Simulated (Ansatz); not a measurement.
**C7H9Al: small, medium and large basis sets**

Aim: see how fast density functionals converge with the basis set for C7H9Al.

Computed with Ansatz 0.2.0, Gaussian basis. Level: one geometry, several basis sets.

The runs, in order: PBE0-D4/def2-SVP; ωB97M-V/def2-SVP; PBE0-D4/def2-QZVPP; ωB97M-V/def2-QZVPP; the functionals' def2-TZVPP values are taken from earlier runs.

## Step 1: The geometry

The geometry comes from an earlier relaxation with PBE0-D4 in a triple-zeta def2 set; it is a stationary point, not always the lowest conformer.

SMILES `[CH3][AlH][c]1ccccc1`, 17 atoms, charge 0, spin multiplicity 1.

Atoms are counted from 1 here; the program's logs count them from 0.

Bond lengths: C1–Al2 1.952 Å, C1–H9 1.096 Å, C1–H10 1.092 Å, C1–H11 1.095 Å, Al2–C3 1.946 Å, Al2–H12 1.593 Å, C3–C4 1.401 Å, C3–C8 1.400 Å, C4–C5 1.387 Å, C4–H13 1.087 Å, C5–C6 1.388 Å, C5–H14 1.085 Å, C6–C7 1.387 Å, C6–H15 1.084 Å, C7–C8 1.387 Å, C7–H16 1.085 Å, C8–H17 1.087 Å. Angles: Al2–C1–H9 111.0°, Al2–C1–H10 112.8°, Al2–C1–H11 111.1°, H9–C1–H10 107.6°, H9–C1–H11 106.4°, H10–C1–H11 107.7°, C1–Al2–C3 120.0°, C1–Al2–H12 122.6°, C3–Al2–H12 117.5°, Al2–C3–C4 121.7°, Al2–C3–C8 121.0°, C4–C3–C8 117.3°, C3–C4–C5 121.6°, C3–C4–H13 119.8°, C5–C4–H13 118.6°, C4–C5–C6 119.8°, C4–C5–H14 120.2°, C6–C5–H14 120.0° and more.

## Step 2: PBE0-D4 in def2-SVP

File in.yaml:

```yaml
crystal:
  periodic: [false, false, false]
  atoms:
    - {symbol: C, position_ang: [2.844695, -0.976105, -1.289979]}
    - {symbol: Al, position_ang: [1.830013, -0.851974, 0.373460]}
    - {symbol: C, position_ang: [0.040825, -0.086174, 0.366297]}
    - {symbol: C, position_ang: [-0.553665, 0.385518, -0.811033]}
    - {symbol: C, position_ang: [-1.828553, 0.931063, -0.813141]}
    - {symbol: C, position_ang: [-2.543757, 1.017790, 0.373047]}
    - {symbol: C, position_ang: [-1.981631, 0.558968, 1.555572]}
    - {symbol: C, position_ang: [-0.705663, 0.014941, 1.546835]}
    - {symbol: H, position_ang: [3.001852, 0.015395, -1.728602]}
    - {symbol: H, position_ang: [3.825717, -1.437043, -1.154507]}
    - {symbol: H, position_ang: [2.302428, -1.562513, -2.039638]}
    - {symbol: H, position_ang: [2.406938, -1.356750, 1.769336]}
    - {symbol: H, position_ang: [-0.010555, 0.326892, -1.750636]}
    - {symbol: H, position_ang: [-2.267101, 1.289454, -1.738131]}
    - {symbol: H, position_ang: [-3.541077, 1.443798, 0.375431]}
    - {symbol: H, position_ang: [-2.539498, 0.626171, 2.483251]}
    - {symbol: H, position_ang: [-0.280971, -0.339440, 2.482409]}
basis:
  gaussian: {orbitals: def2-SVP}
hamiltonian: {xc: pbe0, dispersion: d4}
output: {orbitals: {seedname: orbitals}}
```

After this run come: ωB97M-V in def2-SVP; PBE0-D4 in def2-QZVPP; ωB97M-V in def2-QZVPP.

Q: Predict the results of all the runs planned. Wanted: PBE0-D4: double and triple zeta above quadruple; ωB97M-V: double and triple zeta above quadruple.

**Answer**, as computed:

| quantity | value |
| --- | --- |
| PBE0-D4: double and triple zeta above quadruple | 10.76, 0.60 eV |
| ωB97M-V: double and triple zeta above quadruple | 11.10, 0.56 eV |

In words: PBE0-D4 gains 10.17 eV from double to triple zeta, then 0.60 eV more. Total energies overstate the basis error of differences, where much of it tends to cancel.
